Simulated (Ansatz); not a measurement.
SiSn (charge +1), a search for lower mean-field states

Program: the Python package of Ansatz (0.2.0).

The cells in order, each with its output:

**Cell 1**
```python
import ansatz as az
import numpy as np
```

**Cell 2**
```python
geometry_ang = [
    ("Si", (0.0, 0.0, 0.0)),
    ("Sn", (0.0, 0.0, 2.565)),
]
sisn = az.Crystal.molecule()
for symbol, xyz in geometry_ang:
    sisn = sisn.atom(symbol, xyz)
symbols = [site.symbol for site in sisn.cartesian_sites]
```

**Cell 3**
```python
start = np.array([site.position_ang for site in sisn.cartesian_sites])
for factor in [1.0, 1.3]:
    xyz = (start - start.mean(axis=0)) * factor
    scaled = az.Crystal.molecule()
    for symbol, place in zip(symbols, xyz):
        scaled = scaled.atom(symbol, place.tolist())
    job = (
        scaled.calculation()
        .basis(gaussian="def2-SVP")
        .functional("pbe0", dispersion="d3bj")
        .charge(1)
        .spin("collinear", total=3)
    )
    for search in ("off", "standard"):
        try:
            summary = job.scf(lower_state_search=search).run().report
        except az.AnsatzError as error:
            print(f"x{factor} search {search}: {type(error).__name__}")
            continue
        state = summary["mean_field"]["state"]
        print(f"all distances x{factor}, search {search:8s} E = {summary['free_energy_ev']:.5f} eV  <S^2> = {abs(state['spin_squared']):.3f}  other states met: {len(summary['mean_field']['others'])}")
```
Output:
```text
all distances x1.0, search off      E = -13693.80820 eV  <S^2> = 3.752  other states met: 0
all distances x1.0, search standard E = -13693.80820 eV  <S^2> = 3.752  other states met: 0
all distances x1.3, search off      E = -13692.76956 eV  <S^2> = 3.753  other states met: 0
all distances x1.3, search standard E = -13692.76956 eV  <S^2> = 3.753  other states met: 5
```

Total energies depend on the basis set; only differences at equal settings carry meaning. The count of other states can hold repeated and symmetry-equivalent ends of the search; scaling all distances is a test, and for more than two atoms no physical path. def2 sets replace the cores of elements past krypton by effective core potentials. The run takes the species as open-shell (spin multiplicity 4), which needn't be its ground state. The spin state was assumed, and another may lie lower. Run time: 21 s on 1 thread of AMD EPYC 7571 (shared host), peak memory 0.2 GiB.
